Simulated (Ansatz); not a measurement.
**CH₄GaNO: small, medium and large basis sets**

The task here is to estimate one member of a computed series from the others.

The runs use Ansatz 0.2.0, Gaussian basis; one geometry, several basis sets.

Plan: PBE0-D4/def2-SVP; ωB97M-V/def2-SVP; PBE0-D4/def2-QZVPP; ωB97M-V/def2-QZVPP; the functionals' def2-TZVPP values are taken from earlier runs.

**The relaxed structure**

All runs share one geometry, relaxed beforehand with PBE0-D4 in a triple-zeta def2 set.

SMILES `[NH2][GaH][CH]=O`, 8 atoms, charge 0, spin multiplicity 1.

Atoms are counted from 1 here; the program's logs count them from 0.

Bond lengths: N1–Ga2 1.806 Å, N1–H5 1.007 Å, N1–H6 1.005 Å, Ga2–C3 2.032 Å, Ga2–H7 1.561 Å, C3–O4 1.206 Å, C3–H8 1.118 Å. Angles: Ga2–N1–H5 121.4°, Ga2–N1–H6 125.9°, H5–N1–H6 112.6°, N1–Ga2–C3 110.0°, N1–Ga2–H7 121.0°, C3–Ga2–H7 129.0°, Ga2–C3–O4 119.0°, Ga2–C3–H8 122.4°, O4–C3–H8 118.6°.

The first run:

File in.yaml:

```yaml
crystal:
  periodic: [false, false, false]
  atoms:
    - {symbol: N, position_ang: [-0.708614, 1.276865, -0.528935]}
    - {symbol: Ga, position_ang: [0.737648, 0.344025, 0.017034]}
    - {symbol: C, position_ang: [0.192272, -1.545702, 0.525625]}
    - {symbol: O, position_ang: [-0.966459, -1.865789, 0.431540]}
    - {symbol: H, position_ang: [-1.624698, 0.859928, -0.550757]}
    - {symbol: H, position_ang: [-0.712430, 2.234544, -0.833047]}
    - {symbol: H, position_ang: [2.154202, 0.999933, 0.047811]}
    - {symbol: H, position_ang: [0.928078, -2.303804, 0.890730]}
basis:
  gaussian: {orbitals: def2-SVP}
hamiltonian: {xc: pbe0, dispersion: d4}
output: {orbitals: {seedname: orbitals}}
```

Started as:

```console
ansatz run in.yaml --threads 2 --pin off --events-out ev --progress --plain --max-ram 4352MiB
```

Among the steps run: PBE0-D4 in def2-SVP; ωB97M-V in def2-SVP; PBE0-D4 in def2-QZVPP; ωB97M-V in def2-QZVPP.

One table of the session follows, with a row left open; its other results are not shown here.

| functional | basis | HOMO (eV) | LUMO (eV) |
| --- | --- | --- | --- |
| PBE0-D4 | def2-SVP | -6.38 | -1.73 |
| PBE0-D4 | def2-TZVPP | ? | ? |
| PBE0-D4 | def2-QZVPP | -6.60 | -2.02 |
| ωB97M-V | def2-SVP | -8.62 | 0.36 |
| ωB97M-V | def2-TZVPP | -8.81 | 0.06 |
| ωB97M-V | def2-QZVPP | -8.86 | -0.09 |

Q: Estimate the row for PBE0-D4, def2-TZVPP from the others.

**Answer.** HOMO (eV): -6.55; LUMO (eV): -1.96. In the column «HOMO (eV)» it lies between PBE0-D4, def2-QZVPP (-6.60) and PBE0-D4, def2-SVP (-6.38).
